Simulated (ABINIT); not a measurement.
# Pd in ABINIT: work function with PBE

Aim: the work function of Pd with PBE.

Program: ABINIT 10.8.3 (patched build). These are calculated values, not measurements. Logs are shortened: lines on timing, memory, paths and dates and some standing lists are left out, and cuts for length are marked. The log counts tension as positive stress, the text compression.

### Step 1. Starting point

The cell holds a slab with vacuum, 6 atoms: a = 2.751 Å, b = 2.751 Å, c = 24.724 Å, α = 90.00°, β = 90.00°, γ = 90.00°.

### Step 2. Work function, PBE

File run.abi:

```
# Pseudopotentials
pp_dirpath "./"
pseudos "Pd.GGA_PBE-JTH.xml"

# Structure
acell 3*1.0
rprim
     5.1976991843     0.0000000000     0.0000000000
     0.0000000000     5.1976991843     0.0000000000
     0.0000000000     0.0000000000    46.7225335683
ntypat 1
znucl 46
natom 6
typat 1 1 1 1 1 1
xred
     0.5000000000     0.5000000000     0.3033428381
     0.0000000000     0.0000000000     0.3820057028
     0.5000000000     0.5000000000     0.4606685676
     0.0000000000     0.0000000000     0.5393314324
     0.5000000000     0.5000000000     0.6179942972
     0.0000000000     0.0000000000     0.6966571619
chkprim 0
chksymtnons 0
tolsym 1.0e-6

# Plane-wave basis
ecut 22.0
pawecutdg 44.0
pawxcdev 0

# k points
kptopt 1
ngkpt 10 10 1
nshiftk 1
shiftk 0.0 0.0 0.0

# Exchange and correlation
ixc 11

# Bands and occupations
nband 65
occopt 3
tsmear 0.00183747

# SCF cycle
nstep 120
tolvrs 1.0e-9

# Output
iomode 3
prtwf 0
prteig 0
prtebands 0
enunit 1
prtvol 2
prtden 1
prtvha 1
prtvclmb 1
prtpot 1
```

Potentials or basis: JTH PAW PBE v2.0.

Launch:

```
$ mpirun --bind-to none -np 4 abinit run.abi > log 2>&1
```

run.abo:

```text
.Version 10.8.3 of ABINIT
 Symmetries : space group P4/n m m (#129); Bravais tP (primitive tetrag.)
================================================================================
 Values of the parameters that define the memory need of the present run
     intxc =       0    ionmov =       0      iscf =      17    lmnmax =      18
     lnmax =       6     mgfft =     200  mpssoang =       3    mqgrid =   13952
     natom =       6  nloc_mem =       2    nspden =       1   nspinor =       1
    nsppol =       1      nsym =      16    n1xccc =       1    ntypat =       1
    occopt =       3   xclevel =       2
       mpw =        6267          nfft =      115200          nkpt =          21
Pmy_natom=         2
 PAW method is used; the additional fine FFT grid is defined by:
   mgfftf=       288    nfftf =    294912
================================================================================
================================================================================

--------------------------------------------------------------------------------
------------- Echo of variables that govern the present computation ------------
--------------------------------------------------------------------------------
 -outvars: echo values of preprocessed input variables --------
            acell      1.0000000000E+00  1.0000000000E+00  1.0000000000E+00 Bohr
              amu      1.06420000E+02
          chkprim           0
      chksymtnons           0
             ecut      2.20000000E+01 Hartree
           enunit           1
              ixc          11
         kptrlatt       10    0    0      0   10    0      0    0    1
          kptrlen      5.19769918E+01
            natom           6
            nband          65
            ngfft          24      24     200
          ngfftdg          32      32     288
             nkpt          21
            nstep         120
             nsym          16
           ntypat           1
           occopt           3
        pawecutdg      4.40000000E+01 Hartree
         pawxcdev           0
        prtebands           0
           prteig           0
           prtpot           1
         prtvclmb           1
           prtvha           1
           prtvol           2
            prtwf           0
            rprim      5.1976991843E+00  0.0000000000E+00  0.0000000000E+00
                       0.0000000000E+00  5.1976991843E+00  0.0000000000E+00
                       0.0000000000E+00  0.0000000000E+00  4.6722533568E+01
          spgroup         129
           tolsym      1.00000000E-06
           tolvrs      1.00000000E-09
           tsmear      1.83747000E-03 Hartree
            typat      1  1  1  1  1  1
           useylm           1
           xangst      1.3752519778E+00  1.3752519778E+00  7.4999999955E+00
                       0.0000000000E+00  0.0000000000E+00  9.4448999925E+00
                       1.3752519778E+00  1.3752519778E+00  1.1389799992E+01
[... 614 lines left out ...]
   1.83867    1.83867    2.38915    2.38915    2.74474    2.74474    2.75306    2.75306
   3.17426    3.17426    3.20817    3.20817    3.54394    3.54394    6.95310    6.95310
   8.50196    8.50196   10.34840   10.34840   12.26884   12.26884   13.30236   13.30236
  13.48954
 Total charge density [el/Bohr^3]
)     Maximum=    1.0159E+00  at reduced coord.    0.0000    0.0000    0.6979
)Next maximum=    1.0159E+00  at reduced coord.    0.5000    0.5000    0.3021
)     Minimum=    0.0000E+00  at reduced coord.    0.0000    0.0000    0.0000
)Next minimum=    0.0000E+00  at reduced coord.    0.0313    0.0000    0.0000
   Integrated=    1.0800E+02

--- !EnergyTerms
iteration_state     : {dtset: 1, }
comment             : Components of total free energy in Hartree
kinetic             :  7.96389618331029E+01
hartree             :  3.04601782467544E+03
xc                  : -2.55785648614315E+01
Ewald energy        :  2.41417346313031E+03
psp_core            :  2.33767303930940E+01
local_psp           : -6.25148631378635E+03
PAW spherical_terms : -5.90055210505807E+01
internal            : -7.72863419666415E+02
'-kT*entropy'       : -3.76281367295530E-03
total_energy        : -7.72867182480088E+02
total_energy_eV     : -2.10307874193087E+04
...

--- !EnergyTermsDC
iteration_state     : {dtset: 1, }
comment             : '"Double-counting" decomposition of free energy'
band_energy         : -9.66000739119708E+01
Ewald energy        :  2.41417346313031E+03
psp_core            :  2.33767303930940E+01
xc_dc               : -3.04215473035801E+03
PAW spherical_terms : -7.16588292129617E+01
internal            : -7.72863439959538E+02
'-kT*entropy'       : -3.76281367295530E-03
total_energy_dc     : -7.72867202773211E+02
total_energy_dc_eV  : -2.10307879715128E+04
...

--- !EnergyTermsWithPAWCore
iteration_state     : {dtset: 1, }
comment             : 'Components of total free energy, including PAW core contributions'
Total energy        : -3.02761125454767E+04
Total energy DC     : -3.02761125657699E+04
Total energy (eV)   : -8.23854992501758E+05
Total energy DC (eV): -8.23854993053962E+05
...

 Cartesian components of stress tensor (hartree/bohr^3)
  sigma(1 1)= -3.31701027E-05  sigma(3 2)=  0.00000000E+00
  sigma(2 2)= -3.31701027E-05  sigma(3 1)=  0.00000000E+00
  sigma(3 3)= -7.13214468E-05  sigma(2 1)=  0.00000000E+00

-Cartesian components of stress tensor (GPa)         [Pressure=  1.3500E+00 GPa]
- sigma(1 1)= -9.75898115E-01  sigma(3 2)=  0.00000000E+00
- sigma(2 2)= -9.75898115E-01  sigma(3 1)=  0.00000000E+00
- sigma(3 3)= -2.09834941E+00  sigma(2 1)=  0.00000000E+00

== END DATASET(S) ==============================================================
================================================================================

 -outvars: echo values of variables after computation  --------
            acell      1.0000000000E+00  1.0000000000E+00  1.0000000000E+00 Bohr
           etotal     -7.7286720277E+02
            fcart     -3.0354234720E-31 -3.0354234720E-31 -4.0525768787E-03
                       1.2141693888E-30  1.2141693888E-30 -1.4904764068E-03
                      -1.0016897458E-29 -9.8651262840E-30 -8.5561703605E-04
                       9.4098127632E-30  9.2580415896E-30  8.5561703605E-04
                      -8.7581154020E-47 -8.7581154020E-47  1.4904764068E-03
                      -3.0354234720E-31 -3.0354234720E-31  4.0525768787E-03
            rprim      5.1976991843E+00  0.0000000000E+00  0.0000000000E+00
                       0.0000000000E+00  5.1976991843E+00  0.0000000000E+00
                       0.0000000000E+00  0.0000000000E+00  4.6722533568E+01
           strten     -3.3170102716E-05 -3.3170102716E-05 -7.1321446848E-05
                       0.0000000000E+00  0.0000000000E+00  0.0000000000E+00
           xangst      1.3752519778E+00  1.3752519778E+00  7.4999999955E+00
                       0.0000000000E+00  0.0000000000E+00  9.4448999925E+00
                       1.3752519778E+00  1.3752519778E+00  1.1389799992E+01
                       0.0000000000E+00  0.0000000000E+00  1.3334699991E+01
                       1.3752519778E+00  1.3752519778E+00  1.5279599991E+01
                       0.0000000000E+00  0.0000000000E+00  1.7224499988E+01
             xred      5.0000000000E-01  5.0000000000E-01  3.0334283810E-01
                       0.0000000000E+00  0.0000000000E+00  3.8200570280E-01
                       5.0000000000E-01  5.0000000000E-01  4.6066856760E-01
                       0.0000000000E+00  0.0000000000E+00  5.3933143240E-01
                       5.0000000000E-01  5.0000000000E-01  6.1799429720E-01
                       0.0000000000E+00  0.0000000000E+00  6.9665716190E-01
 Calculation completed.
```

Wall time 14 min (4 MPI ranks of Arm Neoverse V2, shared host); peak memory 0.88 GiB.

Results:

```yaml
Free_energy: -21030.7880 eV
Largest_force: 0.208 eV/Å
Band_gap_on_the_k_mesh: none (metal or under the smearing width)
Valence_electrons_inside_the_program's_atomic_spheres: Pd 16.82, 16.92, 16.93 (radii [1.3291] Å)
Work_function: 5.08 eV
```

Forces on the atoms (eV/Å):
```
Pd   0.000  0.000 -0.208
Pd   0.000  0.000 -0.077
Pd   0.000  0.000 -0.044
Pd   0.000  0.000  0.044
Pd   0.000  0.000  0.077
Pd   0.000  0.000  0.208
```

Levels at points of the mesh, in eV from the Fermi level:
```csv
k point,band 52,band 53,band 54,band 55,band 56,band 57
"(0.00, 0.00, 0.00)",-0.33,-0.18,-0.18,-0.06,-0.01,0.19
"(0.50, 0.00, 0.00)",-0.32,-0.07,-0.07,1.56,1.56,2.17
"(0.50, 0.50, 0.00)",0.31,0.65,0.65,4.06,4.06,5.61
```
